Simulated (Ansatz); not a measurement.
**CH₅B₂N: small, medium and large basis sets**

The task here is to estimate one member of a computed series from the others.

Program: Ansatz 0.2.0, Gaussian basis. Level of theory: one geometry, several basis sets. These are calculated values, not measurements.

The runs, in order: PBE0-D4/def2-SVP; ωB97M-V/def2-SVP; PBE0-D4/def2-QZVPP; ωB97M-V/def2-QZVPP; the functionals' def2-TZVPP values are taken from earlier runs.

1 further run of the same task is left out (it didn't finish).

## The relaxed structure

An earlier PBE0-D4 in a triple-zeta def2 set relaxation fixed the geometry.

SMILES `BBC=N`, 9 atoms, charge 0, spin multiplicity 1.

Atoms are counted from 1 here; the program's logs count them from 0.

Bond lengths: B1–B2 1.634 Å, B1–H5 1.199 Å, B1–H6 1.199 Å, B2–C3 1.562 Å, B2–H7 1.203 Å, C3–N4 1.274 Å, C3–H8 1.099 Å, N4–H9 1.023 Å. Angles: B2–B1–H5 121.5°, B2–B1–H6 122.2°, H5–B1–H6 116.3°, B1–B2–C3 122.8°, B1–B2–H7 121.0°, C3–B2–H7 116.2°, B2–C3–N4 124.8°, B2–C3–H8 119.1°, N4–C3–H8 116.0°, C3–N4–H9 111.5°.

Coordinates:

```xyz
9

B    -0.6258    1.2572   -0.7024
B     0.5136    0.1075   -0.4773
C     0.2366   -1.2158    0.3058
N     0.1189   -1.3010    1.5712
H    -1.2869    1.2961   -1.7021
H    -0.8522    2.1018    0.1186
H     1.6314    0.2520   -0.8982
H     0.1832   -2.1632   -0.2481
H     0.1697   -0.3806    2.0153
```

The first run:

in.yaml reads:

```yaml
crystal:
  periodic: [false, false, false]
  atoms:
    - {symbol: B, position_ang: [-0.625779, 1.257157, -0.702426]}
    - {symbol: B, position_ang: [0.513595, 0.107466, -0.477299]}
    - {symbol: C, position_ang: [0.236650, -1.215829, 0.305828]}
    - {symbol: N, position_ang: [0.118893, -1.301036, 1.571194]}
    - {symbol: H, position_ang: [-1.286914, 1.296087, -1.702107]}
    - {symbol: H, position_ang: [-0.852214, 2.101777, 0.118634]}
    - {symbol: H, position_ang: [1.631393, 0.251957, -0.898173]}
    - {symbol: H, position_ang: [0.183210, -2.163221, -0.248143]}
    - {symbol: H, position_ang: [0.169665, -0.380558, 2.015293]}
basis:
  gaussian: {orbitals: def2-SVP}
hamiltonian: {xc: pbe0, dispersion: d4}
output: {orbitals: {seedname: orbitals}}
```

Command:

```sh
$ ansatz run in.yaml --threads 2 --pin off --events-out ev --progress --plain --max-ram 4352MiB
```

Among the steps run: PBE0-D4 in def2-SVP; ωB97M-V in def2-SVP; PBE0-D4 in def2-QZVPP; ωB97M-V in def2-QZVPP.

One of the session's tables, all rows but one given; the rest of the session is left out.

It belongs to the step «Functionals by basis». 

| functional | basis | HOMO (eV) | LUMO (eV) |
| --- | --- | --- | --- |
| PBE0-D4 | def2-SVP | -7.17 | -1.99 |
| PBE0-D4 | def2-TZVPP | ? | ? |
| PBE0-D4 | def2-QZVPP | -7.40 | -2.11 |
| ωB97M-V | def2-SVP | -9.47 | 0.08 |
| ωB97M-V | def2-TZVPP | -9.70 | -0.13 |
| ωB97M-V | def2-QZVPP | -9.73 | -0.19 |

Q: Estimate the row for PBE0-D4, def2-TZVPP from the others.

As computed: HOMO (eV): -7.37; LUMO (eV): -2.09. In the column «HOMO (eV)» it lies between PBE0-D4, def2-QZVPP (-7.40) and PBE0-D4, def2-SVP (-7.17).
